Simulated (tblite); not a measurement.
# CH3B3BrF3: the cost of one run

The runs use tblite 0.8.0 and PySCF 2.14.0, with density-fitted response routines of our own; the level of theory stands in each step. All values are computed, except where a source is named. Atoms count from 0, in the outputs and in this text.

### 1 Starting geometry

11 atoms, charge 0, multiplicity 1; geometry from: force field or distance geometry start.

Bonds of the start (Å): F0–B1 1.42, B1–F2 1.47, B1–B3 1.67, B3–C4 1.59, C4–B5 1.59, B5–F6 1.46, B5–Br7 2.01, B3–H8 1.18, C4–H9 1.10, C4–H10 1.12.

### 2 Geometry optimisation with GFN2-xTB

The job: settings as JSON, then the geometry in Å.

```
{"job": {"kind": "relax", "xc": "GFN2-xTB", "basis": "xTB"}, "charge": 0, "multiplicity": 1}
F     -3.276800     0.971000     0.026000
B     -2.174000     0.225600     0.521400
F     -2.158900    -0.246700     1.913600
B     -0.661500     0.510800    -0.121700
C      0.471800    -0.535100     0.262600
B      1.926000     0.038300    -0.046900
F      2.316500     1.195600     0.751400
Br     3.370200    -1.327500    -0.329300
H     -0.435100     1.423800    -0.828900
H      0.334700    -0.830700     1.308300
H      0.292500    -1.422400    -0.402700
```

Command:

```
$ OMP_NUM_THREADS=1 python probes_run.py task.json out
```

The driver reads the jobs from task.json and runs them one after another.

**Question.** How long does this first job take on 1 thread of Arm Neoverse N1, shared host?

About 1.5 s.
